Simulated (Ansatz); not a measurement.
**SnO: a single-point run**

The task is a single-point run on SnO. The structure is shown as the input types it. The cell is built on a prototype (zincblende) and needn't be the phase found in nature.

Program: Ansatz 0.2.0. Level of theory: density functional or hybrid calculation with the settings of its input, plane waves (as first typed). These are calculated values, not measurements.

7 further runs of the same task are left out: 2 for a known fault of the program, 5 that didn't finish.

### Step 1. Starting point

The structure is cubic, space group F-43m (No. 216). The conventional cell has a = 5.416 Å, b = 5.416 Å, c = 5.416 Å, α = 90.00°, β = 90.00°, γ = 90.00°. Around Sn (site symmetry -43m) lie 4 O at 2.35 Å. Around O (site symmetry -43m) lie 4 Sn at 2.35 Å.

Coordinates:

```cif
data_structure
_symmetry_space_group_name_H-M 'F-43m'
_symmetry_Int_Tables_number 216
_cell_length_a 5.4164
_cell_length_b 5.4164
_cell_length_c 5.4164
_cell_angle_alpha 90.000
_cell_angle_beta 90.000
_cell_angle_gamma 90.000
_cell_volume 158.91
loop_
_atom_site_label
_atom_site_type_symbol
_atom_site_symmetry_multiplicity
_atom_site_Wyckoff_symbol
_atom_site_fract_x
_atom_site_fract_y
_atom_site_fract_z
_atom_site_occupancy
Sn1 Sn 4 a 0.00000 0.00000 0.00000 1
O1 O 4 d 0.25000 0.25000 0.75000 1
```

### Step 2. The run

The input, input.yaml:

```yaml
crystal:
  lattice:
    - [0.0, 2.7082147176, 2.7082147176]
    - [2.7082147176, 0.0, 2.7082147176]
    - [2.7082147176, 2.7082147176, 0.0]
  atoms:
    - { symbol: Sn, position: [0.0, 0.0, 0.0] }
    - { symbol: O, position: [0.25, 0.25, 0.25] }
kpoints:
  mp_grid: { grid: [6, 6, 6] }
hamiltonian:
  xc: pbesol
scf:
  occupations: { method: cold, width: 1.5 }
  n_extra_bands: 4
output:
  forces: true
  stress: true
  eigenvalues: true
```

Started as:

```bash
ansatz run input.yaml --threads 4 --pin off --max-ram 3686MiB --backend cpu --events-out ev --progress --plain --runs-dir out
```

What happens when this is run?

This run ends as converged. That alone doesn't make the input a sound one.

In the input, scf.occupations.method is cold; scf.occupations.width is 1.5. The width is far wider than usual, so occupations near the Fermi level are blurred and the entropy term grows.

To check: set scf.occupations.method to fermi_dirac and scf.occupations.width to 0.02.
